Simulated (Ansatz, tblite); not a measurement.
# C35H30S7: one state, many levels

Aim: run the singlet of C35H30S7 at one geometry on many levels, and compare frontier levels, spin and run time.

Program: Ansatz 0.2.0, Gaussian basis. Level of theory: as each input shows. These are calculated values, not measurements.

Levels to be run: GFN1-xTB, GFN2-xTB, PBE-D4/def2-SVP, r2SCAN-D4/def2-SVP.

1 further run of the same task is left out (set aside as unsound or not needed). Runs told in other sessions of the task aren't counted.

## 1. The relaxed structure

The geometry is that of the singlet, from an earlier relaxation (PBE-D4/def2-SVP).

SMILES `Cc1csc(-c2sc(-c3sc(-c4sc(-c5sc(-c6sc(-c7sccc7C)cc6C)cc5C)cc4C)cc3C)cc2C)c1`, 72 atoms, charge 0, spin multiplicity 1.

Bond lengths: C1–C2 1.503 Å, C1–H43 1.110 Å, C1–H44 1.107 Å, C1–H45 1.110 Å, C2–C3 1.386 Å, C2–C42 1.431 Å, C3–S4 1.730 Å, C3–H46 1.097 Å, S4–C5 1.756 Å, C5–C6 1.447 Å, C5–C42 1.393 Å, C6–S7 1.752 Å, C6–C40 1.403 Å, S7–C8 1.753 Å, C8–C9 1.443 Å, C8–C39 1.396 Å, C9–S10 1.753 Å, C9–C37 1.405 Å and more. Angles: C2–C1–H43 111.3°, C2–C1–H44 111.6°, C2–C1–H45 111.3°, H43–C1–H44 107.8°, H43–C1–H45 106.9°, H44–C1–H45 107.8°, C1–C2–C3 124.6°, C1–C2–C42 123.9°, C3–C2–C42 111.5°, C2–C3–S4 112.5°, C2–C3–H46 127.6°, S4–C3–H46 119.8°, C3–S4–C5 92.0°, S4–C5–C6 120.2°, S4–C5–C42 110.0°, C6–C5–C42 129.9°, C5–C6–S7 119.6°, C5–C6–C40 129.4° and more.

PBE0-D4/def2-SVP was run before; its log isn't repeated, and its numbers join the tables.

## 2. GFN1-xTB

Tight binding, by tblite at 300 K electronic temperature and without a spin-polarisation term:

```python
tblite.interface.Calculator('GFN1-xTB', numbers, positions, charge=0, uhf=0).singlepoint()
```

Energy -3158.1524 eV, HOMO -10.01 eV, LUMO -8.49 eV; 0.41 s.

## 3. GFN2-xTB

Tight binding, by tblite at 300 K electronic temperature and without a spin-polarisation term:

```python
tblite.interface.Calculator('GFN2-xTB', numbers, positions, charge=0, uhf=0).singlepoint()
```

Energy -3073.8970 eV, HOMO -9.28 eV, LUMO -7.79 eV; 0.39 s.

## 4. PBE-D4/def2-SVP

start.molden holds the orbitals of an earlier run on this state, given as this run's starting guess.

in.yaml

```yaml
crystal:
  periodic: [false, false, false]
  atoms:
    - {symbol: C, position_ang: [8.729340, -5.937316, 1.972030]}
    - {symbol: C, position_ang: [7.573871, -5.127256, 1.453836]}
    - {symbol: C, position_ang: [6.247367, -5.524817, 1.509474]}
    - {symbol: S, position_ang: [5.175085, -4.355751, 0.819388]}
    - {symbol: C, position_ang: [6.502723, -3.267907, 0.449150]}
    - {symbol: C, position_ang: [6.243933, -1.993355, -0.184973]}
    - {symbol: S, position_ang: [4.693023, -1.211274, 0.044732]}
    - {symbol: C, position_ang: [5.127458, 0.127297, -0.999725]}
    - {symbol: C, position_ang: [4.180366, 1.185056, -1.255979]}
    - {symbol: S, position_ang: [2.463618, 0.868062, -1.092245]}
    - {symbol: C, position_ang: [2.042260, 2.525498, -1.477803]}
    - {symbol: C, position_ang: [0.661356, 2.939926, -1.481626]}
    - {symbol: S, position_ang: [-0.522388, 2.011041, -0.580236]}
    - {symbol: C, position_ang: [-1.841479, 3.040722, -1.101500]}
    - {symbol: C, position_ang: [-3.191853, 2.755097, -0.684976]}
    - {symbol: S, position_ang: [-3.623953, 1.120428, -0.217750]}
    - {symbol: C, position_ang: [-5.269421, 1.584001, 0.169479]}
    - {symbol: C, position_ang: [-6.197589, 0.605046, 0.679527]}
    - {symbol: S, position_ang: [-5.581844, -0.828831, 1.476013]}
    - {symbol: C, position_ang: [-7.191437, -1.472657, 1.736262]}
    - {symbol: C, position_ang: [-7.426289, -2.734546, 2.399114]}
    - {symbol: S, position_ang: [-9.081986, -3.202084, 2.752906]}
    - {symbol: C, position_ang: [-8.578360, -4.692586, 3.465198]}
    - {symbol: C, position_ang: [-7.205255, -4.825864, 3.439564]}
    - {symbol: C, position_ang: [-6.527520, -3.719445, 2.838909]}
    - {symbol: C, position_ang: [-5.033600, -3.644479, 2.703394]}
    - {symbol: C, position_ang: [-8.137886, -0.579396, 1.230141]}
    - {symbol: C, position_ang: [-7.601735, 0.590568, 0.632398]}
    - {symbol: C, position_ang: [-8.447748, 1.656589, -0.002148]}
    - {symbol: C, position_ang: [-5.453488, 2.942434, -0.097661]}
    - {symbol: C, position_ang: [-4.296968, 3.615693, -0.577304]}
    - {symbol: C, position_ang: [-4.268277, 5.085833, -0.882870]}
    - {symbol: C, position_ang: [-1.347956, 4.070767, -1.905686]}
    - {symbol: C, position_ang: [0.054726, 4.029507, -2.129863]}
    - {symbol: C, position_ang: [0.777048, 5.019001, -2.998476]}
    - {symbol: C, position_ang: [3.201285, 3.256049, -1.751470]}
    - {symbol: C, position_ang: [4.410504, 2.518763, -1.631742]}
    - {symbol: C, position_ang: [5.768285, 3.124999, -1.842624]}
    - {symbol: C, position_ang: [6.435051, -0.037036, -1.460158]}
    - {symbol: C, position_ang: [7.077025, -1.224818, -1.011185]}
    - {symbol: C, position_ang: [8.468733, -1.614381, -1.420317]}
    - {symbol: C, position_ang: [7.710022, -3.837965, 0.848213]}
    - {symbol: H, position_ang: [9.299306, -5.378998, 2.744017]}
    - {symbol: H, position_ang: [8.389029, -6.888125, 2.424976]}
    - {symbol: H, position_ang: [9.444518, -6.186072, 1.159907]}
    - {symbol: H, position_ang: [5.844201, -6.458141, 1.922075]}
    - {symbol: H, position_ang: [-9.325789, -5.387986, 3.865238]}
    - {symbol: H, position_ang: [-6.677503, -5.701335, 3.843758]}
    - {symbol: H, position_ang: [-4.718731, -3.495165, 1.648914]}
    - {symbol: H, position_ang: [-4.605366, -2.800201, 3.285014]}
    - {symbol: H, position_ang: [-4.560153, -4.575883, 3.068912]}
    - {symbol: H, position_ang: [-9.217866, -0.781894, 1.276450]}
    - {symbol: H, position_ang: [-9.464802, 1.275842, -0.217423]}
    - {symbol: H, position_ang: [-8.562042, 2.542432, 0.659411]}
    - {symbol: H, position_ang: [-8.003236, 2.016571, -0.952109]}
    - {symbol: H, position_ang: [-6.397710, 3.464269, 0.101079]}
    - {symbol: H, position_ang: [-3.332538, 5.558641, -0.521758]}
    - {symbol: H, position_ang: [-4.331970, 5.283739, -1.974850]}
    - {symbol: H, position_ang: [-5.123660, 5.603245, -0.406838]}
    - {symbol: H, position_ang: [-1.996338, 4.820618, -2.375399]}
    - {symbol: H, position_ang: [1.505589, 4.518159, -3.668153]}
    - {symbol: H, position_ang: [1.345753, 5.761014, -2.397482]}
    - {symbol: H, position_ang: [0.062679, 5.585300, -3.626606]}
    - {symbol: H, position_ang: [3.188338, 4.327184, -1.986482]}
    - {symbol: H, position_ang: [6.192056, 2.857746, -2.834754]}
    - {symbol: H, position_ang: [5.717185, 4.230048, -1.796098]}
    - {symbol: H, position_ang: [6.492159, 2.778225, -1.077426]}
    - {symbol: H, position_ang: [6.911917, 0.661669, -2.158521]}
    - {symbol: H, position_ang: [9.215729, -1.366311, -0.635547]}
    - {symbol: H, position_ang: [8.547050, -2.704050, -1.609031]}
    - {symbol: H, position_ang: [8.772792, -1.079162, -2.340856]}
    - {symbol: H, position_ang: [8.673334, -3.322024, 0.748179]}
basis:
  gaussian: {orbitals: def2-SVP, fitting: {mean_field: def2-universal-jkfit}, initial_orbitals: start.molden}
hamiltonian: {xc: pbe, dispersion: d4}
scf: {omitted_lower_state_checks: [starts]}
output: {orbitals: {seedname: orbitals}}
```

Launch:

```bash
$ ansatz run in.yaml --threads 4 --pin off --events-out ev --progress --plain --max-ram 66560MiB --backend cuda --devices 0, --max-vram 37GiB
```

After this run come: r2SCAN-D4/def2-SVP.

Before running them: what should the planned runs give, taken together? Wanted: gap in def2-SVP, named functionals, smallest and largest; binding an atom, functionals in def2-SVP.

The runs gave:

| quantity | value |
| --- | --- |
| gap in def2-SVP, named functionals, smallest and largest | 1.60 eV (PBE-D4), 2.85 eV (PBE0-D4) |
| binding an atom, functionals in def2-SVP | 5.00 (r2SCAN-D4) to 5.17 eV (PBE-D4) |

What this shows: Over the named functionals in def2-SVP the gap runs from 1.60 eV (PBE-D4) to 2.85 eV (PBE0-D4); exact exchange widens it.
